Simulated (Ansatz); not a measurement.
Working through a single point in a Gaussian basis of CH₄ClGe, SMILES [CH2][GeH2][Cl]

Program: the Ansatz DFT code, driven from Python.

Typed at the interpreter:
```pycon
>>> import json
>>> import ansatz as az
>>> params = {
...     'basis': 'cc-pVDZ',
...     'xc': 'pbe',
... }
>>> geometry_ang = [
...     ('C', (-1.1272, -0.2682, -0.4609)),
...     ('Ge', (0.508, -0.1348, 0.4884)),
...     ('Cl', (1.7883, 1.2898, -0.5027)),
...     ('H', (-0.9136, -0.5379, -1.5201)),
...     ('H', (-1.6496, 0.7716, -0.4957)),
...     ('H', (0.25, 0.3405, 1.9459)),
...     ('H', (1.2052, -1.529, 0.4993)),
... ]
>>> ch4clge = az.Crystal.molecule()
>>> for symbol, xyz in geometry_ang:
...     ch4clge = ch4clge.atom(symbol, xyz)
...
>>> model = (
...     ch4clge.calculation()
...     .basis(gaussian=params['basis'])
...     .functional(params['xc'])
...     .spin('collinear', total=1)
... )
>>> done = model.run()
>>> rep = done.report
>>> rep['converged'], rep['free_energy_ev']
(True, -70125.75126655739)
>>> print('reference energy %16.6f eV' % rep['reference_energy_ev'])
reference energy    -70125.751267 eV
>>> print('total energy     %16.6f eV' % rep['free_energy_ev'])
total energy        -70125.751267 eV
>>> print('occupied orbitals outside the frozen core (up, down):', rep['n_occupied'], ' frozen:', rep['n_frozen'], ' virtual:', rep['n_virtual'])
occupied orbitals outside the frozen core (up, down): [30, 29]  frozen: 0  virtual: [49, 50]
>>> state = rep['mean_field']['state']
>>> print(f'mean field: {state["energy"]["hartree"]:.7f} Ha, <S^2> = {abs(state["spin_squared"]):.4f}, stability: {state.get("stability", {}).get("kind")}')
mean field: -2577.0738261 Ha, <S^2> = 0.7533, stability: minimum
>>> with open('ch4clge.json', 'w') as handle:
...     json.dump({k: rep[k] for k in ('free_energy_ev', 'reference_energy_ev', 'n_occupied', 'n_virtual')}, handle, indent=1)
...
```

File `ch4clge.json` afterwards:
```json
{
 "free_energy_ev": -70125.75126655739,
 "reference_energy_ev": -70125.75126655739,
 "n_occupied": [
  30,
  29
 ],
 "n_virtual": [
  49,
  50
 ]
}
```

Notes:
- Total energies depend on the basis set; only differences at equal settings carry meaning.
- The geometry is a force-field or estimated start, not a minimum of this method, and the basis set is short of its limit.
- The run takes the species as open-shell (spin multiplicity 2), which needn't be its ground state.
- Timing: 3.8 s on 1 thread of Arm Neoverse V1, with other jobs on the host, peak memory 0.18 GiB.
